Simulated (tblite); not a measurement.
# GeH8NOSi2: the cost of one run

Programs: tblite 0.8.0 and PySCF 2.14.0. All values are calculated, for the isolated system unless a continuum is named. Atoms count from 0, parts from 1.

### 1 The system as given

13 atoms, charge 0, multiplicity 2; geometry: distance geometry start.

### 2 Geometry optimisation with GFN2-xTB

What the job is given:

```
{"job": {"kind": "relax", "xc": "GFN2-xTB", "basis": "xTB"}, "charge": 0, "multiplicity": 2}
Ge     0.265152    -0.656742    -0.253927
Si     2.305215    -0.046215     0.611404
Si    -1.369046    -0.513126     1.373374
O      0.365043    -2.384454    -0.887590
N     -0.168959     0.529098    -1.719075
H      3.257381     0.025699    -0.418590
H      2.207342     1.239665     1.227212
H      2.701448    -0.995164     1.583578
H     -1.106406     0.641457     2.184284
H     -2.632505    -0.379359     0.780836
H     -1.311008    -1.678313     2.185567
H     -0.203908    -2.776340    -1.571016
H     -0.849843     1.289342    -1.658980
```

Level: GFN2-xTB geometry optimisation, gas phase.

The run is started by

```sh
OMP_NUM_THREADS=1 python cluster_run.py task.json out
```

This one command runs all jobs of the session in turn.

Q: Estimate the wall time of this first job on 1 thread of Arm Neoverse V1, shared host.

About 2.9 s.
